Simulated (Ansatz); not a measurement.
# ClFH₂O₃W: a ladder of functionals and wavefunction methods

One table from this session's results is given with a row withheld; the runs are named, their logs left out.

Program: Ansatz 0.2.0, Gaussian basis. Level of theory: functionals in def2-TZVPP, the program's frozen cores in correlated methods. These are calculated values, not measurements.

Levels to be run: LDA (SPW92), PBE-D4, revPBE-D4, BLYP-D4, r2SCAN-D4, B97M-V, PBE0-D4, B3LYP-D4, r2SCANh-D4, r2SCAN0-D4, HSE06-D4, BHLYP-D4, CAM-B3LYP-D4, LC-ωPBE, ωB97X-V, ωB97M-V, B2PLYP, PBE-QIDH; CCSD(T)/def2-SVP; CCSD(T)/def2-TZVPP; MP2/def2-QZVPP; extrapolation to the limit; RPA on PBE.

## Structure used throughout

All runs share one geometry, relaxed beforehand with PBE0-D4 in a triple-zeta def2 set. W takes the def2 core potential; no spin-orbit term is included.

8 atoms, charge 0, spin multiplicity 1.

Atoms are counted from 1 here; the program's logs count them from 0.

Bond lengths: O1–W2 1.679 Å, W2–O3 1.890 Å, W2–O4 1.863 Å, W2–F5 1.893 Å, W2–Cl6 2.300 Å, O3–H7 0.962 Å, O4–H8 0.959 Å. Angles: O1–W2–O3 110.4°, O1–W2–O4 102.2°, O1–W2–F5 100.1°, O1–W2–Cl6 108.3°, O3–W2–O4 87.5°, O3–W2–F5 82.4°, O3–W2–Cl6 140.7°, O4–W2–F5 157.6°, O4–W2–Cl6 90.9°, F5–W2–Cl6 84.4°, W2–O3–H7 117.8°, W2–O4–H8 130.4°.

Set-up of the first run:

in.yaml

```yaml
crystal:
  periodic: [false, false, false]
  atoms:
    - {symbol: O, position_ang: [-0.337710, 0.196231, 1.779483]}
    - {symbol: W, position_ang: [-0.096790, 0.249932, 0.118524]}
    - {symbol: O, position_ang: [1.504199, -0.642348, -0.344764]}
    - {symbol: O, position_ang: [-1.013363, -1.265336, -0.460934]}
    - {symbol: F, position_ang: [1.012453, 1.778184, -0.007321]}
    - {symbol: Cl, position_ang: [-1.703038, 1.617309, -0.799137]}
    - {symbol: H, position_ang: [2.317187, -0.127688, -0.359427]}
    - {symbol: H, position_ang: [-1.590837, -1.863385, 0.017677]}
basis:
  gaussian: {orbitals: def2-TZVPP}
hamiltonian: {xc: lda}
output: {orbitals: {seedname: orbitals}}
```

On the command line:

```sh
> ansatz run in.yaml --threads 4 --pin off --events-out ev --progress --plain --max-ram 11315MiB
```

Among the steps run: LDA; PBE-D4 (GGA); revPBE-D4 (GGA); BLYP-D4 (GGA); r2SCAN-D4 (meta-GGA); B97M-V (meta-GGA); PBE0-D4 (hybrid); B3LYP-D4 (hybrid); r2SCANh-D4 (hybrid); r2SCAN0-D4 (hybrid); HSE06-D4 (hybrid); BHLYP-D4 (hybrid); CAM-B3LYP-D4 (range-separated); LC-ωPBE (range-separated); ωB97X-V (range-separated); ωB97M-V (range-separated); B2PLYP (double hybrid); PBE-QIDH (double hybrid).

One table of the session follows, with a row left open; its other results are not shown here.

It belongs to the step «Frontier levels by functional». 

```
  functional  HOMO (eV)  LUMO (eV)  gap (eV)
 LDA (SPW92)      -7.95      -4.32      3.63
      PBE-D4      -7.75      -4.06      3.69
   revPBE-D4      -7.68      -3.97      3.71
     BLYP-D4      -7.61      -3.97      3.63
   r2SCAN-D4      -8.14      -4.05      4.09
      B97M-V      -8.22      -4.01      4.21
     PBE0-D4      -9.25      -3.36      5.89
    B3LYP-D4      -8.97      -3.59      5.38
  r2SCANh-D4      -8.69      -3.78      4.92
  r2SCAN0-D4          ?          ?         ?
    HSE06-D4      -8.85      -3.74      5.10
    BHLYP-D4     -10.63      -2.49      8.14
CAM-B3LYP-D4     -10.64      -2.29      8.35
     LC-ωPBE     -12.05      -1.09     10.95
     ωB97X-V     -11.67      -1.17     10.49
     ωB97M-V     -11.53      -1.20     10.33
```

**Question.** Estimate the row for r2SCAN0-D4.

Worked estimate for «HOMO (eV)». Against the share of exact exchange, r2SCAN-D4 (0, -8.14), r2SCANh-D4 (0.1, -8.69) give a slope of -5.50 per unit share; at 0.25 the line stands at -9.51.

**Answer.** HOMO (eV): -9.52; LUMO (eV): -3.34; gap (eV): 6.18. In «HOMO (eV)» the line misses by +0.01.
